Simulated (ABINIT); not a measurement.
FeO in ABINIT: convergence with smearing width

Input of the first run (smearing width 0.272 eV); the others differ in this setting and in those tied to it:

Contents of run.abi:

```
# Pseudopotentials
pp_dirpath "./"
pseudos "26_Fe_16_2.0_2.5_pbe_n_v1.0.psp8, 08_O_6_1.2_1.4_pbe_n_v1.0.psp8"

# Structure
acell 3*1.0
rprim
     0.0000000000     4.0731159914     4.0731159914
     4.0731159914     0.0000000000     4.0731159914
     4.0731159914     4.0731159914     0.0000000000
ntypat 2
znucl 26 8
natom 2
typat 1 2
xred
     0.0000000000     0.0000000000     0.0000000000
     0.5000000000     0.5000000000     0.5000000000

# Plane-wave basis
ecut 40.0

# k points
kptopt 1
ngkpt 8 8 8
nshiftk 1
shiftk 0.0 0.0 0.0

# Exchange and correlation
ixc 11

# Bands and occupations
nband 16
occopt 7
tsmear 0.272 eV

# Spin
nsppol 2
spinat
     0.0000000000     0.0000000000     4.0000000000
     0.0000000000     0.0000000000     0.0000000000

# SCF cycle
nstep 100
tolvrs 1.0e-10

# Output
iomode 3
prtwf 0
prtden 0
prteig 0
prtebands 0
enunit 2
```

Potentials or basis: SPMS NC PBE v1.0.

Launch:

```console
$ abinit run.abi > log 2>&1
```

Hardware: 1 thread of Arm Neoverse V2, with other jobs on the host.

| smearing width | energy less the tightest run, at zero smearing (meV/atom) | pressure (GPa) | SCF cycles | CPU time (s) | peak memory (GiB) |
| --- | --- | --- | --- | --- | --- |
| 0.272 eV | -1.16 | -0.18 | 12 | 48 | 0.09 |
| 0.2 eV | -0.86 | -0.32 | 12 | 47 | 0.09 |
| 0.136 eV | -0.29 | -0.41 | 12 | 48 | 0.09 |
| 0.1 eV | 0.01 | -0.45 | 12 | 48 | 0.09 |
| 0.05 eV | 0.12 | -0.49 | 12 | 48 | 0.09 |
| 0.025 eV | -0.01 | -0.51 | 12 | 48 | 0.09 |
| 0.01 eV | 0.00 | -0.51 | 12 | 48 | 0.09 |

Against the tightest run, the energy stays within 1 meV/atom from 0.2 eV on; the pressure stays within 0.1 GPa from 0.1 eV on. Narrower smearing needs a denser k mesh, so at a fixed mesh the narrowest width isn't the most accurate. The tightest run that finished is the yardstick and may itself not be fully converged.

Caveat, for the tightest run too: a cell with one magnetic atom can't hold antiferromagnetic order, which such compounds often take.
